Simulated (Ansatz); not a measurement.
BaHg, space group Pm-3m: a check of PAW against all-electron LAPW, run with Ansatz 0.2.0, Python API.

`run_paw_lapw.py`
```python
"""Checking the PAW result for BaHg with LAPW."""

import ansatz as az
import numpy as np

FUNCTIONAL = "LDA"
SMEARING = "fermi_dirac"


def count_gap(report):
    # lowest empty less highest filled band, counting bands; zero where they overlap
    return max(report.get("gap_by_band_count_ev") or 0.0, 0.0)


def main() -> None:
    crystal = (
        az.Lattice.of((4.17876, 0.0, 0.0), (0.0, 4.17876, 0.0), (0.0, 0.0, 4.17876))
        .atom("Ba", (0.0, 0.0, 0.0))
        .atom("Hg", (0.5, 0.5, 0.5))
    )

    calc = (
        crystal.calculation()
        .functional(FUNCTIONAL)
        .kpoints(6)
        .occupations(SMEARING)
        .stress()
        .forces()
        .band_table()
    )
    variants = {
        "PAW": calc.pseudopotentials("paw"),
        "LAPW": calc.pseudopotentials("all_electron", lapw=True),
    }
    # totals differ by the cores that each treatment holds, so compare what does not depend on them
    rows = []
    for label, variant in variants.items():
        rep = variant.run().report
        levels = np.array(rep["eigenvalues_ev"][0]) - rep["fermi_energy_ev"]
        print(label, "levels at the first k-point near E_F:", np.round(levels[np.abs(levels) < 5], 3))
        rows.append((label, rep["n_electrons"], np.trace(rep["stress_gpa"]) / 3, count_gap(rep)))
    lines = [",".join(["treatment", "electrons in bands", "P GPa", "gap by band count eV"])] + [",".join(f"{v:.4f}" if isinstance(v, float) else str(v) for v in row) for row in rows]
    print("\n".join(lines))
    with open("paw_lapw.csv", "w") as handle:
        handle.write("\n".join(lines) + "\n")


if __name__ == "__main__":
    main()
```

How well do the two treatments of the cores agree on the pressure?

PAW gives -2.779 GPa and LAPW -2.779 GPa, 0.000 GPa apart. They took 1.1 and 5.1 s of processor time.

What the script printed:

```console
$ python run_paw_lapw.py
DeckWarning: basis.ecutwfc = 420 eV, auto-derived from the records' recommended cutoffs: set by Ba (normal level)
PAW levels at the first k-point near E_F: [0.862 0.862 3.618 3.618 3.618]
LAPW levels at the first k-point near E_F: [0.863 0.863 3.618 3.618 3.618 4.839 4.839 4.839]
treatment,electrons in bands,P GPa,gap by band count eV
PAW,30.0000,-2.7790,0.0000
LAPW,62.0000,-2.7794,0.0000
```
(Warnings from the package without file and line.)

Caveats:
- The computed bands are complete only to about 2.6 eV above the Fermi level.
- For a metal this k-point mesh is coarse: on a finer one energies can move by several to tens of meV an atom and pressures by half a GPa or more, differences at one mesh by less.
- A gap by band count of zero or less means overlapping bands, a metal.
- The structure comes from a database of computed cells and needn't be a stable or known phase.
- Levels are Kohn-Sham eigenvalues on this mesh, without spin-orbit coupling.
- Pressure is positive in compression; the treatments may keep other shells as core, so totals and counts of electrons can differ.
- Hardware and time: 6.9 s on 1 thread of Intel(R) Xeon(R) 6975P-C (Granite Rapids), with other jobs on the host, peak memory 0.48 GiB.

(A comment or docstring line of the script was reworded after the run, the code is as it ran; lines on the test bed's own set-up are left out of the output.)
